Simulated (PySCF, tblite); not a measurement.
# C₅H₁₀BrFGe: geometry, infrared bands and NMR shifts

Wanted: the infrared bands and NMR shifts of C₅H₁₀BrFGe (`F[C@@H](Br)[GeH]1[CH2]CC[CH2]1`), by calculation.

The runs use tblite 0.8.0 and PySCF 2.14.0, with density-fitted response routines of our own; the level of theory stands in each step. All values are computed, except where a source is named. Atoms count from 0, in the outputs and in this text.

**1. The molecule as given**

18 atoms, charge 0, multiplicity 1; geometry from: force field or distance geometry start.

Bonds of the start (Å): F0–C1 1.37, C1–Br2 1.95, C1–Ge3 1.94, Ge3–C4 1.91, C4–C5 1.53, C5–C6 1.54, C6–C7 1.53, C7–Ge3 1.93, C1–H8 1.10, Ge3–H9 1.55, C4–H10 1.12, C4–H11 1.11, C5–H12 1.11, C5–H13 1.11, C6–H14 1.12, C6–H15 1.11, C7–H16 1.11, C7–H17 1.12.

**2. Optimising the geometry with GFN2-xTB**

The job: settings as JSON, then the geometry in Å.

```
{"job": {"kind": "relax", "xc": "GFN2-xTB", "basis": "xTB"}, "charge": 0, "multiplicity": 1}
F      1.933900     1.779700     0.482000
C      2.394800     0.571600     0.018600
Br     3.581900    -0.208000     1.360300
Ge     0.904600    -0.627600    -0.300000
C     -0.410200     0.185800    -1.429000
C     -1.732600     0.085400    -0.673000
C     -1.458600     0.210600     0.834400
C     -0.279000    -0.686000     1.227200
H      2.964600     0.715300    -0.916000
H      1.324100    -2.049600    -0.760700
H     -0.473000    -0.341100    -2.413500
H     -0.142500     1.249800    -1.593500
H     -2.200600    -0.900500    -0.865900
H     -2.424700     0.880300    -1.005800
H     -2.368900    -0.065600     1.417900
H     -1.208400     1.265100     1.089300
H      0.220300    -0.318600     2.143900
H     -0.634600    -1.740300     1.372100
```

The run is started by

```sh
$ OMP_NUM_THREADS=1 python probes_run.py task.json out
```

One launch serves the whole session: the jobs run in the order shown.

Output:

```text
step      E/eV     max force
  0    -721.49233    1.701
  1    -721.62546    0.823
  2    -721.67135    0.528
  3    -721.69914    0.443
  4    -721.73563    0.494
  5    -721.76009    0.452
  6    -721.77843    0.317
  7    -721.78868    0.228
  8    -721.79404    0.167
  9    -721.79738    0.121
 10    -721.80000    0.115
 11    -721.80202    0.111
 12    -721.80398    0.130
 13    -721.80608    0.115
 14    -721.80823    0.116
 15    -721.81010    0.124
 16    -721.81157    0.081
 17    -721.81290    0.094
 18    -721.81441    0.108
 19    -721.81609    0.148
 20    -721.81758    0.127
 21    -721.81866    0.077
 22    -721.81947    0.088
 23    -721.82021    0.105
 24    -721.82098    0.097
 25    -721.82175    0.063
 26    -721.82248    0.069
 27    -721.82317    0.096
 28    -721.82383    0.090
 29    -721.82435    0.062
 30    -721.82470    0.041
 31    -721.82497    0.059
 32    -721.82522    0.068
 33    -721.82545    0.046
 34    -721.82561    0.038
 35    -721.82573    0.027
 36    -721.82581    0.036
 37    -721.82589    0.030
 38    -721.82596    0.030
 39    -721.82602    0.030
 40    -721.82609    0.024
 41    -721.82615    0.026
 42    -721.82622    0.027
 43    -721.82628    0.025
 44    -721.82632    0.016
 45    -721.82635    0.017
 46    -721.82638    0.013
 47    -721.82640    0.016
 48    -721.82643    0.015
 49    -721.82645    0.021
 50    -721.82648    0.019
 51    -721.82651    0.014
 52    -721.82654    0.014
 53    -721.82657    0.020
 54    -721.82661    0.030
 55    -721.82666    0.034
 56    -721.82672    0.029
 57    -721.82675    0.016
 58    -721.82677    0.010
 59    -721.82678    0.011
 60    -721.82680    0.013
 61    -721.82681    0.012
 62    -721.82682    0.007
```

It took 0.55 s on 1 thread of Arm Neoverse V1, shared host; peak memory 0.18 GiB.

Along the way: (not every step is listed)

```
step  energy from step 0 (eV)  largest force (eV/Å)
   0                   0.0000                1.7006
   1                  -0.1331                0.8231
   2                  -0.1790                0.5280
   3                  -0.2068                0.4429
   4                  -0.2433                0.4940
   5                  -0.2678                0.4518
   6                  -0.2861                0.3169
   7                  -0.2963                0.2282
   8                  -0.3017                0.1666
  12                  -0.3116                0.1305
  16                  -0.3192                0.0811
  20                  -0.3252                0.1267
  24                  -0.3286                0.0965
  28                  -0.3315                0.0905
  32                  -0.3329                0.0679
  36                  -0.3335                0.0361
  40                  -0.3338                0.0242
  44                  -0.3340                0.0164
  48                  -0.3341                0.0152
  52                  -0.3342                0.0141
  56                  -0.3344                0.0289
  57                  -0.3344                0.0162
  58                  -0.3344                0.0103
  59                  -0.3344                0.0107
  60                  -0.3345                0.0130
  61                  -0.3345                0.0117
  62                  -0.3345                0.0073
```

Close pairs (by a distance rule), those that changed most:

```
  bond  before (Å)  after (Å)  change (Å)
C1–Ge3       1.939      2.022      +0.083
Ge3–C4       1.914      1.993      +0.078
Ge3–C7       1.933      1.987      +0.054
Ge3–H9       1.553      1.517      -0.035
C7–H17       1.122      1.090      -0.032
C4–H10       1.118      1.087      -0.031
C6–H14       1.116      1.091      -0.025
C6–H15       1.113      1.092      -0.021
```

The end geometry stands in the next job.

**3. Vibrational analysis with GFN2-xTB**

The job: settings as JSON, then the geometry in Å.

```
{"job": {"kind": "ir", "xc": "GFN2-xTB", "basis": "xTB"}, "charge": 0, "multiplicity": 1}
F      1.998119     1.750860     0.482433
C      2.462253     0.559975     0.017313
Br     3.574110    -0.262093     1.396526
Ge     0.890998    -0.663993    -0.332353
C     -0.490363     0.198815    -1.480416
C     -1.766876     0.034255    -0.654917
C     -1.438360     0.252613     0.822800
C     -0.324895    -0.711634     1.238509
H      3.123941     0.771516    -0.824569
H      1.510588    -1.973010    -0.784777
H     -0.595519    -0.233941    -2.471975
H     -0.255411     1.257297    -1.600816
H     -2.155650    -0.978619    -0.784754
H     -2.535566     0.735400    -0.983496
H     -2.328113     0.110906     1.438213
H     -1.095099     1.281054     0.956579
H      0.140120    -0.406283     2.174020
H     -0.723035    -1.716799     1.380025
```

Output:

```text
mode    cm-1     km/mol
  1      26.0      0.76
  2      49.6      0.11
  3      70.1      1.43
  4     129.5      0.79
  5     155.4      1.62
  6     248.7     20.30
  7     270.7      1.29
  8     302.2     10.15
  9     332.2     13.12
 10     465.4     14.58
 11     504.7      5.01
 12     530.2     35.68
 13     584.7     14.73
 14     595.8     64.00
 15     601.2     35.57
 16     663.6    103.37
 17     735.5      8.06
 18     783.6    107.58
 19     891.5      3.77
 20     910.4      1.54
 21     950.0      1.79
 22    1009.0      0.64
 23    1020.9    110.92
 24    1037.6     14.10
 25    1093.4     21.67
 26    1096.6      2.50
 27    1107.2     10.52
 28    1173.8      1.28
 29    1201.7      1.18
 30    1238.2     33.97
 31    1248.4      0.57
 32    1251.3      0.10
 33    1322.9      0.68
 34    1335.4      1.17
 35    1445.6      0.14
 36    1452.3      4.89
 37    1487.2      2.50
 38    1494.7      0.83
 39    1895.8    359.15
 40    2937.9     11.05
 41    2958.7      5.73
 42    2963.0      4.01
 43    2966.4      4.95
 44    2976.1    106.06
 45    2981.2     24.20
 46    2988.4     85.35
 47    2996.7     19.48
 48    3010.0     39.81
```

Run time: 0.82 s. Hardware: 1 thread of Arm Neoverse V1, shared host; peak memory 0.18 GiB.

Which atoms move in the most intense modes:

```
cm⁻¹  km/mol                                 atoms
 596    64.0                      H9 42 %, C7 26 %
 664   103.4                      H9 51 %, C1 25 %
 784   107.6  H10 19 %, H16 16 %, C4 15 %, C7 13 %
1021   110.9                      C1 53 %, F0 37 %
1896   359.1                               H9 99 %
2976   106.1          H15 36 %, H17 29 %, H12 19 %
2988    85.3                    H14 41 %, H13 39 %
3010    39.8                              H10 89 %
```

**4. Nuclear shieldings: PBE0/pcSseg-1**

Settings changed since step 3:

```diff
@@ -1,2 +1,2 @@
-{"job": {"kind": "ir", "xc": "GFN2-xTB", "basis": "xTB"}, "charge": 0, "multiplicity": 1}
+{"job": {"kind": "nmr", "xc": "PBE0", "basis": "pcSseg-1"}, "charge": 0, "multiplicity": 1}
 F      1.998119     1.750860     0.482433
```

Method: GIAO PBE0/pcSseg-1 NMR shielding, non-relativistic, gas phase.

Output:

```text
coarse grid: 70672 points
cycle   1  E = -4946.0036709011  dE = -1.088e+00  |g| = 1.220e+00  |ddm| = 3.927e+00
cycle   2  E = -4945.8828705201  dE =  1.208e-01  |g| = 1.303e+00  |ddm| = 1.331e+00
cycle   3  E = -4946.1154805609  dE = -2.326e-01  |g| = 2.755e-01  |ddm| = 9.897e-01
cycle   4  E = -4946.1289658958  dE = -1.349e-02  |g| = 8.383e-02  |ddm| = 2.112e-01
cycle   5  E = -4946.1298695275  dE = -9.036e-04  |g| = 1.523e-02  |ddm| = 5.539e-02
cycle   6  E = -4946.1299085962  dE = -3.907e-05  |g| = 3.981e-03  |ddm| = 1.522e-02
cycle   7  E = -4946.1299122535  dE = -3.657e-06  |g| = 1.489e-03  |ddm| = 4.844e-03
final grid: 147480 points
cycle   8  E = -4946.1299187943  dE =  3.330e-07  |g| = 2.068e-03  |ddm| = 4.362e-03
cycle   9  E = -4946.1299176767  dE =  1.118e-06  |g| = 3.019e-03  |ddm| = 4.618e-03
cycle  10  E = -4946.1299196704  dE = -1.994e-06  |g| = 1.603e-04  |ddm| = 2.867e-03
cycle  11  E = -4946.1299196755  dE = -5.171e-09  |g| = 2.021e-05  |ddm| = 1.316e-04
cycle  12  E = -4946.1299196756  dE = -6.821e-11  |g| = 8.027e-06  |ddm| = 2.282e-05
converged SCF energy = -4946.1299196756

GIAO shielding tensors (ppm)
atom      isotropic    diamagn.    paramagn.     s11        s22        s33       span
  0 F      364.859     474.994    -110.135    294.828    327.741    472.007    177.179
  1 C       76.339     244.606    -168.267     29.858     74.117    125.043     95.185
  2 Br    2069.553    3122.453   -1052.901   1305.310   2018.977   2884.371   1579.061
  3 Ge    1344.181    2753.712   -1409.531   1229.138   1353.187   1450.217    221.078
  4 C      171.829     249.677     -77.848    155.762    171.072    188.655     32.893
  5 C      154.082     247.689     -93.606    133.454    156.612    172.181     38.727
  6 C      154.936     248.093     -93.158    138.626    156.686    169.495     30.869
  7 C      171.873     248.944     -77.071    158.115    168.893    188.612     30.497
  8 H       24.697      28.048      -3.351     21.040     25.226     27.823      6.783
  9 H       26.824      28.494      -1.670     19.561     22.693     38.217     18.656
 10 H       30.389      29.794       0.595     24.756     27.675     38.736     13.980
 11 H       30.809      30.716       0.092     25.214     28.853     38.359     13.145
 12 H       30.702      30.539       0.164     25.897     27.946     38.264     12.366
 13 H       29.490      29.192       0.298     23.580     27.093     37.796     14.215
 14 H       29.579      29.380       0.199     23.645     27.234     37.856     14.211
 15 H       30.528      31.179      -0.651     26.130     28.496     36.958     10.827
 16 H       29.915      29.712       0.203     24.286     28.718     36.742     12.456
 17 H       30.809      30.156       0.653     25.036     28.012     39.378     14.342
```

It took 71 s on 1 thread of Arm Neoverse V1, shared host; peak memory 1.1 GiB.

The references, computed at this level on geometries of the same kind, shield at (ppm): ¹H TMS 31.72, ¹³C TMS 186.9, ¹⁹F CFCl3 170.9, ⁷³Ge GeMe4 1331, ⁷⁹Br HBr 2622. Their shielding less the atom's gives the shift. The references are single molecules in the gas phase, so shifts against H2O, NH3, PH3, H3PO4 or CFCl3 are not on the usual liquid scales and can be off by tens of ppm.

```
atoms                                                  environment  σ (ppm)  δ (ppm)
   C1                             sp3 CH bonded to Br and F and Ge     76.3    110.6
   C5                                            sp3 CH2 in a ring    154.1     32.8
   C6                                            sp3 CH2 in a ring    154.9     32.0
   C4                                         sp3 CH2 bonded to Ge    171.8     15.1
   C7                                         sp3 CH2 bonded to Ge    171.9     15.1
   H8              hydrogen on an sp3 CH bonded to Br and F and Ge    24.70     7.02
   H9  hydrogen on a germanium bonded to 3 C, in a 5-membered ring    26.82     4.89
  H13                             hydrogen on an sp3 CH2 in a ring    29.49     2.23
  H14                             hydrogen on an sp3 CH2 in a ring    29.58     2.14
  H16                          hydrogen on an sp3 CH2 bonded to Ge    29.92     1.80
  H10                          hydrogen on an sp3 CH2 bonded to Ge    30.39     1.33
  H15                             hydrogen on an sp3 CH2 in a ring    30.53     1.19
  H12                             hydrogen on an sp3 CH2 in a ring    30.70     1.01
  H11                          hydrogen on an sp3 CH2 bonded to Ge    30.81     0.91
  H17                          hydrogen on an sp3 CH2 bonded to Ge    30.81     0.91
   F0                                    fluorine on an sp3 carbon    364.9   -193.9
  Br2                                          bromine bonded to C     2070      552
  Ge3             germanium bonded to 3 C, H, in a 5-membered ring     1344      -13
```

Charges from the same density, by scheme (e):

```
atoms  Mulliken    IAO  Hirshfeld  ESP fit
   F0     -0.29  -0.29      -0.10    -0.05
   C1     -0.05  -0.10      -0.01    -0.41
  Br2     -0.16  -0.06      -0.06    -0.05
  Ge3      0.62   0.73       0.35     0.38
   C4     -0.47  -0.50      -0.15    -0.11
   C5     -0.21  -0.25      -0.07    -0.09
   C6     -0.22  -0.25      -0.07     0.14
   C7     -0.45  -0.50      -0.15    -0.35
```

Mayer bond orders: F0–C1 0.88, C1–Br2 0.99, C1–Ge3 0.75, Ge3–C4 0.97, C4–C5 1.01, C5–C6 1.03, C6–C7 1.01, C7–Ge3 0.99.

Ring of atoms Ge3, C4, C5, C6, C7: NICS(0) -5.5, NICS(1) -4.1, NICS(1)zz -2.4 ppm (means of both faces).

The fields below are evaluated on a grid from the run's orbitals.

Frontier orbitals at PBE0/pcSseg-1, with the share of their density that lies nearest to each atom:

```
orbital  energy (eV)                     lies on
   HOMO        -7.56  Br2 54 %; C1 13 %; Ge3 9 %
   LUMO        -0.19  Br2 41 %; C1 29 %; H8 10 %
```

ELF in a plane through or near 6 of the atoms.

Ten even steps from '0' (0.00) to '9' (1.00):
```
0000000000000000000000000000
0000000000000000000000000000
0000000000000000000000000000
0000001100016720000000000000
0000235530069971001200000000
0013678860079982049970000000
0036878871049964389992000000
0158722560003568369960000000
0268832541002456326300000000
0047766866522203797200000000
0014323634732201665762000000
0000018976632455747998100000
0000069995212575767998100000
0000089991001697521663000000
0000028960001576310000000000
0000000000000011100000000000
0000000000000000000000000000
0000000000000000000000000000
0000000000000000000000000000
0000000000000000000000000000
```
The map spans 12.6 Å across and 9.8 Å up, centred on the molecule. Atoms in the plane (x, y in Å): C1 (-2.5, -0.3), C6 (1.3, 0.9), H8 (-3.1, -1.2), H13 (2.6, -0.9), H14 (2.2, 1.6), H16 (-0.3, 2.2).

On the surface of density 0.002 e/bohr³ the electrostatic potential runs, from the 1st to the 99th percentile, from -0.84 V near F0 to 1.17 V near H8.

**5. Summary of results**

| quantity | value |
| --- | --- |
| strongest single infrared mode (GFN2-xTB) | 1896 cm⁻¹, 359 km/mol |
| zero-point energy (GFN2-xTB) | 85.0 kcal/mol |
| ¹³C shifts against TMS (PBE0/pcSseg-1) | 110.6, 32.8, 32.0, 15.1, 15.1 ppm |
| ¹H shifts against TMS (PBE0/pcSseg-1) | 7.02, 4.89, 2.23, 2.14, 1.80, 1.33, 1.19, 1.01, 0.91, 0.91 ppm |
| ¹⁹F shifts against CFCl3 (PBE0/pcSseg-1) | -193.9 ppm |
| ⁷⁹Br shifts against HBr (PBE0/pcSseg-1) | 552 ppm |
| ⁷³Ge shifts against GeMe4 (PBE0/pcSseg-1) | -13 ppm |
| surface potential, 1st and 99th percentile | -0.84 V and 1.17 V |

The optimisation took 62 steps and gained 0.334 eV; among the close pairs (by a distance rule), C1–Ge3 changed most, from 1.939 to 2.022 Å. No mode is imaginary among the 48: a minimum at this level. The strongest single mode, at 1896 cm⁻¹, moves mainly H9. GFN2-xTB is a fitted tight-binding method: band positions and strengths are rough. Its intensities can rank the bands wrongly. C1 stands next to heavy halogen, whose spin-orbit shielding this run leaves out, so the computed shift lies too far downfield, most of all for carbon beside Br or I. The most deshielded carbon is C1 (sp3 CH bonded to Br and F and Ge), at 110.6 ppm: pulled downfield by the heteroatom. H8 (hydrogen on an sp3 CH bonded to Br and F and Ge) lies farthest downfield among hydrogen, at 7.02 ppm; its carbon carries Br and F, hence the downfield position. At PBE0/pcSseg-1: The widest tensor belongs to Br2: span 1579 ppm, with a paramagnetic part of -1053 ppm. Spin-orbit coupling is left out, which matters for shieldings and couplings at and beside the heavy atoms.
